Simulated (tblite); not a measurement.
# CH5FSi2: the cost of one run

Programs: tblite 0.8.0 and PySCF 2.14.0. All values are calculated, for the isolated system unless a continuum is named. Atoms count from 0, parts from 1.

## 1. Starting point

9 atoms, charge 0, multiplicity 1; geometry: distance geometry start.

## 2. Relaxing the cluster with GFN2-xTB

What the job is given:

```
{"job": {"kind": "relax", "xc": "GFN2-xTB", "basis": "xTB"}, "charge": 0, "multiplicity": 1}
Si     0.420657    -1.402059    -0.966624
C     -0.420552    -0.601389     0.455598
Si    -0.610470     1.185309     0.120120
F      0.922721    -2.236288    -2.343407
H      0.165996    -0.744188     1.311327
H     -1.338642    -1.045052     0.609458
H      0.466655     1.916391     0.693197
H     -0.640732     1.416583    -1.289547
H     -1.830970     1.630140     0.704569
```

With the program's defaults for keys left out, this is: GFN2-xTB geometry optimisation, gas phase.

Run with:

```console
OMP_NUM_THREADS=1 python cluster_run.py task.json out
```

The driver reads the jobs from task.json and runs them one after another.

**Question.** How long does this first job take on 1 thread of INTEL XEON PLATINUM 8581C at 2.10GHz, shared host?

About 1.3 s.
